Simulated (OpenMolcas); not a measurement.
# SnH2OF (SMILES [OH][SnH][F]) at 6 levels

We compute a comparison of 6 runs (UHF/3-21G, UHF/def2-SVP, UHCTH407/ANO-RCC-MB, UPBE0/def2-SVP, UPBE0/def2-TZVP, ROMP2/3-21G) of SnH2OF. 

The calculation is run with OpenMolcas 26.06.

4 further runs of the same task are left out: 2 that didn't finish, 2 set aside as unsound or not needed.

## (1) Starting point

The species is SnH2OF (5 atoms), meant as a doublet with charge 0. SMILES: `[OH][SnH][F]`. The shape is that of a PBE0-D4/def2-TZVP optimisation. This is one conformer, not always the lowest.

Bond lengths: O1–Sn2 1.962 Å, Sn2–F3 1.934 Å, O1–H4 0.962 Å, Sn2–H5 1.742 Å. Angles: O1–Sn2–F3 102.5°, O1–Sn2–H5 105.8°, F3–Sn2–H5 106.5°, Sn2–O1–H4 113.4°.

## (2) Energy and gradient at UHF/3-21G (run 1)

Input file job.input:

```
* FH2OSn Hartree-Fock
>>> EXPORT MOLCAS_PRINT=2

&GATEWAY
 BasLib=$CurrDir
 Coord
 5
 angstrom
 O       -0.684100      -1.180600       0.020800
 Sn       0.295400       0.403600       0.636100
 F       -0.050500       1.682400      -0.773100
 H       -1.495200      -0.969000      -0.450900
 H        1.984200      -0.010100       0.525500
 Basis=3-21G
 Group=NoSym

&SEWARD

&SCF
 UHF
 Spin=2
 Thresholds=1e-10 1e-07 1e-07 1e-05
 PrOrbitals=1 1

&ALASKA
```

The basis set 3-21G is read from a file made from the Basis Set Exchange's data (not shown).

The run is started by

```
$ export MOLCAS_MEM=1860
$ pymolcas job.input > job.log
```

Log:

```text
--- Start Module: gateway ---
[...]
--- Stop Module: gateway /rc=_RC_ALL_IS_WELL_ ---
[...]
      Basis functions           53
[...]
--- Start Module: scf ---
[...]
       Convergence after  16 Iterations
[...]
::    Total SCF energy                              -6170.8060082832
[...]
      Total spin, S                                     0.5044648371
[...]
      Total electronic charge=   69.000000
      Total            charge=   -0.000000
[...]
      Dipole Moment (debye):
      Origin of the operator (angstrom)=    0.1530    0.3855    0.3951
                   X= -4.9497E-01               Y=  5.2749E-01               Z=  2.4879E+00           Total=  2.5909E+00
      Quadrupole Moment (debye*angstrom):
[...]
--- Stop Module: scf /rc=_RC_ALL_IS_WELL_ ---
[...]
--- Start Module: alaska ---
[...]
 *              Molecular gradients               *
 **************************************************
  Irreducible representation: a
 ------------------------------------------------------------------------------------------
                              X                       Y                       Z
 ------------------------------------------------------------------------------------------
  O1               -6.94742876029153E-03   -1.93921654526648E-02   -5.34653436257315E-03
  SN2               8.85596183486825E-04   -1.21137665639814E-03    1.62755434521316E-02
  F3               -1.06447367168361E-03    1.32874374784926E-02   -1.38641022228221E-02
  H4                8.90109588133736E-03    8.21764239068312E-03    5.37267852047707E-03
  H5               -1.77478963287747E-03   -9.01537760117588E-04   -2.43758538710660E-03
 ------------------------------------------------------------------------------------------
--- Stop Module: alaska /rc=_RC_ALL_IS_WELL_ ---
[...]
```

Run time: 3.6 s. Hardware: 1 thread of Arm Neoverse V1, shared host; peak memory 0.38 GiB.

## (3) Energy and forces at UHF/def2-SVP (core potential) (run 2)

Input file job.inp:

```
&GATEWAY
  BasLib
  $CurrDir
  Coord
  5
  angstrom
  O       -0.684100      -1.180600       0.020800
  Sn       0.295400       0.403600       0.636100
  F       -0.050500       1.682400      -0.773100
  H       -1.495200      -0.969000      -0.450900
  H        1.984200      -0.010100       0.525500
  Basis
  def2-SVP
  Group
  NoSym

&SEWARD

&SCF
  UHF
  Spin
  2
  Thresholds
  1e-10 1e-07 1e-07 1e-05
  PrOrbitals
  1 1

&ALASKA
```

The basis set def2-SVP is read from a file made from the Basis Set Exchange's data (not shown).

The run is started by

```
$ export MOLCAS_MEM=1860
$ pymolcas job.inp > job.log
```

Log:

```text
--- Start Module: gateway ---
[...]
--- Stop Module: gateway /rc=_RC_ALL_IS_WELL_ ---
[...]
      Basis functions           64
[...]
--- Start Module: scf ---
[...]
       Convergence after  18 Iterations
[...]
::    Total SCF energy                               -388.6736943805
[...]
      Total spin, S                                     0.5066784834
[...]
      Total electronic charge=   41.000000
      Total            charge=   -0.000000
[...]
      Dipole Moment (debye):
      Origin of the operator (angstrom)=    0.1530    0.3855    0.3951
                   X= -5.6675E-02               Y=  1.2693E-01               Z=  2.5010E+00           Total=  2.5049E+00
      Quadrupole Moment (debye*angstrom):
[...]
--- Stop Module: scf /rc=_RC_ALL_IS_WELL_ ---
[...]
--- Start Module: alaska ---
[...]
 *              Molecular gradients               *
 **************************************************
  Irreducible representation: a
 ------------------------------------------------------------------------------------------
                              X                       Y                       Z
 ------------------------------------------------------------------------------------------
  O1                1.67293546171039E-02   -7.94246442855062E-03    8.17763655779191E-03
  SN2              -8.09396475471846E-03    1.82271170832715E-03    1.79982465196105E-03
  F3                5.95760798103750E-04    8.57809506785046E-04   -1.28091828627319E-03
  H4               -1.32630656444279E-02    7.34989103895689E-03   -7.21145649713861E-03
  H5                4.03191498395561E-03   -2.08794782551913E-03   -1.48508642637127E-03
 ------------------------------------------------------------------------------------------
--- Stop Module: alaska /rc=_RC_ALL_IS_WELL_ ---
[...]
```

Run time: 5.1 s. Hardware: 1 thread of Arm Neoverse V1, shared host; peak memory 0.4 GiB.

## (4) Energy and one-electron properties at UHCTH407/ANO-RCC-MB (DKH2, Cholesky decomposition, PCM chlorobenzene) (run 3)

Input file mol.input:

```
&GATEWAY
  XBAS
  O.ANO-RCC-MB
  Sn.ANO-RCC-MB
  F.ANO-RCC-MB
  H.ANO-RCC-MB
  End of Basis
  ZMAT
  O1
  Sn2 1 1.961557
  F3 2 1.93412 1 102.48202
  H4 1 0.961852 2 113.40607 3 -34.38693
  H5 2 1.742247 3 106.50509 4 122.40792
  End of ZMAT
  RF-Input
  PCM-Model
  Solvent=chlorobenzene
  End of RF-Input

&SEWARD
  Low
  Relativistic=R02E00
  GridInput
  Grid=Coarse
  End of Grid

&SCF
  UHF
  Spin=2
  KSDFT=GGA_XC_HCTH_407
  PrOrbitals=1 1
```

The run is started by

```
$ export MOLCAS_MEM=1860
$ pymolcas mol.input > mol.log
```

Log:

```text
--- Start Module: gateway ---
[...]
--- Stop Module: gateway /rc=_RC_ALL_IS_WELL_ ---
--- Start Module: seward ---
[...]
      Basis functions           39
--- Stop Module: seward /rc=_RC_ALL_IS_WELL_ ---
[...]
--- Start Module: scf ---
[...]
       Convergence after  13 Iterations
[...]
::    Total KS-DFT energy                           -6354.8357692841
[...]
      Total spin, S                                     0.5008615058
[...]
      Total electronic charge=   69.000000
      Total            charge=   -0.000000
[...]
      Dipole Moment (debye):
      Origin of the operator (angstrom)=    0.2294   -0.0068    1.8002
                   X= -1.0211E+00               Y=  1.0889E+00               Z= -8.4075E-02           Total=  1.4951E+00
      Quadrupole Moment (debye*angstrom):
[...]
--- Stop Module: scf /rc=_RC_ALL_IS_WELL_ ---
[...]
```

Wall time 12 s (1 thread of Arm Neoverse V1, shared host); peak memory 0.22 GiB.

Atomic charges (e):

```
atom  Mulliken  program's own
  O1    -0.745         -0.567
 Sn2    +0.915         +0.755
  F3    -0.504         -0.427
  H4    +0.383         +0.292
  H5    -0.050         -0.053
```

Runs 4 to 5 aren't shown in full; the table further down has their settings and results.

## (5) The energy at ROMP2/3-21G (run 6)

Input file mol.inp:

```
* FH2OSn ROMP2
>>> EXPORT MOLCAS_PRINT=2

&GATEWAY
  BasLib = $CurrDir
  Coord
  5
  angstrom
  O       -0.684100      -1.180600       0.020800
  Sn       0.295400       0.403600       0.636100
  F       -0.050500       1.682400      -0.773100
  H       -1.495200      -0.969000      -0.450900
  H        1.984200      -0.010100       0.525500
  Basis = 3-21G
  Group = NoSym

&SEWARD

&SCF
  UHF
  Spin = 2
  Thresholds = 1e-10 1e-07 1e-07 1e-05
  PrOrbitals = 1 2

&RASSCF
  FileOrb = $Project.UnaOrb
  Spin = 2
  Nactel = 1 0 0
  Inactive = 34
  Ras2 = 1
  OutOrbitals = Canonical
  OrbListing = Nothing

&CASPT2
  IPEA = 0.0
  Frozen = 20
```

The basis set 3-21G is read from a file made from the Basis Set Exchange's data (not shown).

The run is started by

```
$ export MOLCAS_MEM=1860
$ pymolcas mol.inp > mol.log
```

Log:

```text
--- Start Module: gateway ---
[...]
--- Stop Module: gateway /rc=_RC_ALL_IS_WELL_ ---
[...]
      Basis functions           53
[...]
       Convergence after  16 Iterations
[...]
::    Total SCF energy                              -6170.8060082832
[...]
      Total spin, S                                     0.5044648371
[...]
--- Start Module: rasscf ---
[...]
      Number of active orbitals                  1
[...]
      Spin quantum number                      0.5
[...]
      Active orbitals                            1
[...]
      Number of CSFs                             1
[...]
      Number of root(s) required                 1
[...]
      Convergence after  9 iterations
[...]
      printout of CI-coefficients larger than  0.05 for root  1
      energy=   -6170.804341
      conf/sym  1     Coeff  Weight
             1  u   1.00000 1.00000
      Natural orbitals and occupation numbers for root  1
      sym 1:   1.000000
      ************************************************************************************************************************
      *                                                    Final results                                                     *
[...]
::    RASSCF root number  1 Total energy:  -6170.80434119
[...]
      Total electronic charge=   69.000000
      Total            charge=   -0.000000
[...]
      Dipole Moment (debye):
      Origin of the operator (angstrom)=    0.1530    0.3855    0.3951
                   X= -5.0903E-01               Y=  5.6525E-01               Z=  2.5517E+00           Total=  2.6627E+00
      Quadrupole Moment (debye*angstrom):
[...]
--- Stop Module: rasscf /rc=_RC_ALL_IS_WELL_ ---
[...]
--- Start Module: caspt2 ---
[...]
 ###    WARNING: User changed nr of frozen orbitals.                         ###
 ###############################################################################
[...]
      E2 (Variational):          -0.2844817388
      Total energy:           -6171.0888229290
[...]
      Reference weight:           0.92284
[...]
::    CASPT2 Root  1     Total energy:  -6171.08882293
[...]
--- Stop Module: caspt2 /rc=_RC_ALL_IS_WELL_ ---
[...]
```

Wall time 4.2 s (1 thread of Arm Neoverse V1, shared host); peak memory 0.38 GiB.

## (6) The series

```
run                                                                  level  integral approximation        task   energy (Eh)  dipole moment (D)  HOMO energy (eV)  LUMO energy (eV)  wall time
  1                                                              UHF/3-21G                    none    gradient  -6170.806008               2.59             -9.28             -0.21      3.6 s
  2                                          UHF/def2-SVP (core potential)                    none    gradient   -388.673694               2.50             -9.92             -0.27      5.1 s
  3  UHCTH407/ANO-RCC-MB (DKH2, Cholesky decomposition, PCM chlorobenzene)                  CD low  properties  -6354.835769               1.50             -6.02             -5.08       12 s
  4                                        UPBE0/def2-SVP (core potential)                    none    gradient   -390.252539               1.80             -6.79             -3.73       22 s
  5                                       UPBE0/def2-TZVP (core potential)                    none    gradient   -390.494393               1.91             -6.97             -3.88       76 s
  6                                                            ROMP2/3-21G                    none      energy  -6171.088823                  –                 –                 –      4.2 s
```

## (7) Outcome

| quantity | value |
| --- | --- |
| run 6: total energy | -6171.08882 Eh |

**Reading.** Over runs 1, 2, 3, 4, 5 the dipole moment (its size) runs from 1.50 D (UHCTH407/ANO-RCC-MB) to 2.59 D (UHF/3-21G). The two ends differ in method and basis and solvent and Hamiltonian. Totals of different functionals can't be ranked against each other. Some runs of one species differ in core potentials or relativity; totals across that change don't compare. In run 3 the basis is minimal, so the values are rough. In runs 1, 6 relativity is left out where basis or elements ask for it. All runs together took 2 min, the longest 76 s.
